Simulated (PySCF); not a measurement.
# One shape, several levels: GeSiH5S− (SMILES [SiH3][S][GeH2-])

Aim: a comparison of 5 runs (HF/STO-3G, HF/3-21G, PBE0/6-31G*, B3LYP/6-31G*, B3LYP/pcseg-2) of GeSiH5S−. 

The results are computed with PySCF 2.14.0.

## (1) The structure to begin with

The species is GeSiH5S− (8 atoms), meant as a singlet with charge -1. As SMILES, `[SiH3][S][GeH2-]`. Geometry: a GFN2-xTB relaxation, a rough one for these elements and not checked as a minimum. This is one conformer, not always the lowest.

Bond lengths: Si1–S2 2.070 Å, S2–Ge3 2.436 Å, Si1–H4 1.473 Å, Si1–H5 1.468 Å, Si1–H6 1.468 Å, Ge3–H7 1.681 Å, Ge3–H8 1.659 Å. Angles: Si1–S2–Ge3 96.0°, S2–Si1–H4 113.3°, S2–Si1–H5 115.4°, S2–Si1–H6 107.2°, S2–Ge3–H7 92.4°, S2–Ge3–H8 90.3°, H4–Si1–H5 106.1°, H4–Si1–H6 107.1°, H5–Si1–H6 107.4°, H7–Ge3–H8 87.1°.

## (2) Energy and gradient at HF/STO-3G (run 1)

calc.py reads:

```python
import pyscf.grad
from pyscf import gto, scf

mol = gto.M(
    atom='''
Si    -0.612830     1.259890    -0.171740
S     -0.757460    -0.387990     1.071940
Ge     0.487470    -1.905950    -0.370710
H     -1.142150     1.016930    -1.524630
H      0.742470     1.792540    -0.355040
H     -1.425740     2.326220     0.425400
H      1.954300    -1.179060     0.011810
H      0.753930    -2.922580     0.912960
''',
    basis='sto-3g',
    max_memory=1860,
    charge=-1,
    spin=0,
    verbose=4,
)

calc0 = scf.RHF(mol)
calc0.conv_tol = 1e-10
calc0.kernel()
if not calc0.converged:
    calc0 = calc0.newton().run(calc0.mo_coeff, calc0.mo_occ)

etot = calc0.e_tot
print('E = %.10f Eh' % etot)
grad = calc0.Gradients().kernel()
calc0.analyze()
```

Launch:

```bash
OMP_NUM_THREADS=1 python calc.py
```

Output:

```text
PySCF version 2.14.0

[... 78 lines left out ...]
Two-electron Coulomb Energy =         1548.992906068751154
[... 7 lines left out ...]
MO #5   energy= -45.0618504364652  occ= 2
[... 5 lines left out ...]
MO #11  energy= -5.93922907131802  occ= 2
[... 5 lines left out ...]
MO #17  energy= -3.80449310084193  occ= 2
[... 5 lines left out ...]
MO #23  energy= -0.286761043597249 occ= 2
[... 5 lines left out ...]
MO #29  energy= -0.263372281189969 occ= 2
[... 5 lines left out ...]
MO #35  energy= 0.571679973720404  occ= 0
[... 5 lines left out ...]
MO #41  energy= 0.806712380221365  occ= 0
[... 53 lines left out ...]
WARN: System has nonzero charge -1; the dipole moment is origin-dependent.
Location of origin: [0. 0. 0.]

Dipole moment(X, Y, Z, Debye): -0.77925,  5.60241, -0.73979
```

Run time: 3.3 s. Hardware: 1 thread of Intel Xeon at 2.70GHz, shared host; peak memory 0.12 GiB.

## (3) Energy and forces at HF/3-21G (run 2)

run.py reads:

```python
import pyscf.grad
from pyscf import gto

molecule = gto.Mole()
molecule.atom = '''
Si    -1.158081     2.380847    -0.324542
S     -1.431392    -0.733195     2.025673
Ge     0.921185    -3.601724    -0.700540
H     -2.158351     1.921719    -2.881133
H      1.403065     3.387410    -0.670928
H     -2.694258     4.395919     0.803889
H      3.693092    -2.228100     0.022318
H      1.424721    -5.522876     1.725244
'''
molecule.max_memory = 1860
molecule.unit = 'bohr'
molecule.basis = '3-21g'
molecule.verbose = 3
molecule.charge = -1
molecule.build()

calc0 = molecule.RHF()
calc0.conv_tol = 1e-10
calc0.kernel()
if not calc0.converged:
    calc0 = calc0.newton().run(calc0.mo_coeff, calc0.mo_occ)

etot = calc0.e_tot
print('E = %.10f Eh' % etot)
grad = calc0.Gradients().kernel()
dip = calc0.dip_moment()
pop, q = calc0.mulliken_pop()
```

Launch:

```bash
OMP_NUM_THREADS=1 python run.py
```

Output:

```text
converged SCF energy = -2751.22034955889
E = -2751.2203495589 Eh
--------------- RHF gradients ---------------
         x                y                z
0 Si     0.0057192436    -0.0259367308     0.0136496662
1 S     0.0076082633     0.0260886887    -0.0285106522
2 Ge    -0.0263929989     0.0161217052    -0.0150354183
3 H     0.0027173195    -0.0005185142     0.0088779776
4 H    -0.0096890699    -0.0043722971     0.0013271931
5 H     0.0048840141    -0.0128390747    -0.0006783006
6 H     0.0097379547     0.0027194266     0.0085974339
7 H     0.0054152734    -0.0012632037     0.0117721003
----------------------------------------------

WARN: System has nonzero charge -1; the dipole moment is origin-dependent.
Location of origin: [0. 0. 0.]

Dipole moment(X, Y, Z, Debye):  0.24527,  5.15159, -2.04875
 ** Mulliken pop  **
pop of  0 Si 1s           1.99864
pop of  0 Si 2s           1.97469
pop of  0 Si 3s           0.69881
pop of  0 Si 4s           0.50157
pop of  0 Si 2px          1.95770
pop of  0 Si 2py          1.95658
pop of  0 Si 2pz          1.95763
pop of  0 Si 3px          0.53462
pop of  0 Si 3py          0.53411
pop of  0 Si 3pz          0.54484
pop of  0 Si 4px          0.22391
pop of  0 Si 4py          0.13824
pop of  0 Si 4pz          0.16025
pop of  1 S 1s            1.99858
pop of  1 S 2s            1.96191
pop of  1 S 3s            0.92983
pop of  1 S 4s            1.11476
pop of  1 S 2px           1.96556
pop of  1 S 2py           1.95996
pop of  1 S 2pz           1.96281
pop of  1 S 3px           0.87392
pop of  1 S 3py           0.74910
pop of  1 S 3pz           0.79843
pop of  1 S 4px           0.99081
pop of  1 S 4py           0.63910
pop of  1 S 4pz           0.89050
pop of  2 Ge 1s           1.99985
pop of  2 Ge 2s           1.99816
pop of  2 Ge 3s           1.99859
pop of  2 Ge 4s           0.79151
pop of  2 Ge 5s           0.93602
pop of  2 Ge 2px          1.99807
pop of  2 Ge 2py          1.99800
pop of  2 Ge 2pz          1.99819
pop of  2 Ge 3px          1.98295
pop of  2 Ge 3py          1.98230
pop of  2 Ge 3pz          1.98457
pop of  2 Ge 4px          0.36736
pop of  2 Ge 4py          0.33784
pop of  2 Ge 4pz          0.47421
pop of  2 Ge 5px          0.25432
pop of  2 Ge 5py          0.19751
pop of  2 Ge 5pz          0.54720
pop of  2 Ge 3dxy         1.99643
pop of  2 Ge 3dyz         1.99495
pop of  2 Ge 3dz^2        1.99751
pop of  2 Ge 3dxz         1.99787
pop of  2 Ge 3dx2-y2      1.99822
pop of  3 H 1s            0.43343
pop of  3 H 2s            0.77887
pop of  4 H 1s            0.43512
pop of  4 H 2s            0.78186
pop of  5 H 1s            0.43624
pop of  5 H 2s            0.79299
pop of  6 H 1s            0.38639
pop of  6 H 2s            0.86165
pop of  7 H 1s            0.38884
pop of  7 H 2s            0.85613
 ** Mulliken atomic charges  **
charge of    0Si =      0.81841
charge of    1S =     -0.83527
charge of    2Ge =      0.16838
charge of    3H =     -0.21231
charge of    4H =     -0.21697
charge of    5H =     -0.22923
charge of    6H =     -0.24804
charge of    7H =     -0.24497
```

Wall time 2.8 s (1 thread of Intel Xeon at 2.70GHz, shared host); peak memory 0.13 GiB.

Runs 3 to 4 aren't shown in full; the table further down has their settings and results.

## (4) Energy and gradient at B3LYP/pcseg-2 (run 5)

calc.py reads:

```python
import pyscf.grad
from pyscf import gto, dft

mol = gto.M(
    atom=[
    ('Si', (-0.612830, 1.259890, -0.171740)),
    ('S', (-0.757460, -0.387990, 1.071940)),
    ('Ge', (0.487470, -1.905950, -0.370710)),
    ('H', (-1.142150, 1.016930, -1.524630)),
    ('H', (0.742470, 1.792540, -0.355040)),
    ('H', (-1.425740, 2.326220, 0.425400)),
    ('H', (1.954300, -1.179060, 0.011810)),
    ('H', (0.753930, -2.922580, 0.912960)),
],
    charge=-1,
    basis='pcseg-2',
    max_memory=1860,
    verbose=4,
)

mf = dft.RKS(mol, xc='b3lyp')
mf.conv_tol = 1e-10
mf.grids.level = 5
mf.kernel()
if not mf.converged:
    mf = mf.newton().run(mf.mo_coeff, mf.mo_occ)

energy = mf.e_tot
print('E(%s) = %.9f' % ('B3LYP', energy))
grad = mf.Gradients().kernel()
mf.analyze()
```

Launch:

```bash
OMP_NUM_THREADS=1 python calc.py
```

Output:

```text
PySCF version 2.14.0

[... 105 lines left out ...]
MO #5   energy= -44.0146597392601  occ= 2
[... 21 lines left out ...]
MO #27  energy= -0.310885897960585 occ= 2
[... 21 lines left out ...]
MO #49  energy= 0.355776995480349  occ= 0
[... 21 lines left out ...]
MO #71  energy= 0.847921600551136  occ= 0
[... 21 lines left out ...]
MO #93  energy= 1.35680378394026   occ= 0
[... 21 lines left out ...]
MO #115 energy= 2.04459835053095   occ= 0
[... 21 lines left out ...]
MO #137 energy= 3.83809371671207   occ= 0
[... 21 lines left out ...]
MO #159 energy= 4.46541348944421   occ= 0
[... 21 lines left out ...]
MO #181 energy= 24.3465656144429   occ= 0
[... 193 lines left out ...]
WARN: System has nonzero charge -1; the dipole moment is origin-dependent.
Location of origin: [0. 0. 0.]

Dipole moment(X, Y, Z, Debye): -0.47302,  4.71530, -1.23972
```

Run time: 4.2 min. Hardware: 1 thread of Intel Xeon at 2.70GHz, shared host; peak memory 2.5 GiB.

## (5) Overview of the runs

```csv
run,level,integration grid,Cartesian functions,energy (Eh),HOMO energy (eV),LUMO energy (eV),HOMO–LUMO gap (eV),wall time
1,HF/STO-3G,–,no,-2733.304437,1.27,15.56,14.29,3.3 s
2,HF/3-21G,–,no,-2751.220350,-3.04,7.36,10.40,2.8 s
3,PBE0/6-31G* (spherical functions),5,no,-2766.907931,-0.90,4.27,5.17,36 s
4,B3LYP/6-31G* (Cartesian functions),5,yes,-2767.533052,-0.69,4.13,4.82,38 s
5,B3LYP/pcseg-2,5,no,-2767.944479,-0.98,3.78,4.76,4.2 min
```

## (6) What came out

| quantity | value |
| --- | --- |
| run 5: total energy | -2767.94448 Eh |
| run 5: HOMO energy | -0.98 eV |
| run 5: LUMO energy | 3.78 eV |
| run 5: HOMO–LUMO gap (to an unbound level, set by the basis) | 4.76 eV |
| run 5: largest force on an atom | 1.133 eV/Å |

**Reading.** The HOMO–LUMO gap runs from 4.76 eV (B3LYP/pcseg-2) to 14.29 eV (HF/STO-3G). The two ends differ in method and basis. The empty levels of an anion lie above zero and hang on the basis. Totals of different functionals can't be ranked against each other. In run 1 the HOMO lies above zero, so the outermost electron may be held by the basis alone. In run 1 the basis is minimal, so the values are rough. All runs together took 5.5 min, the longest 4.2 min.
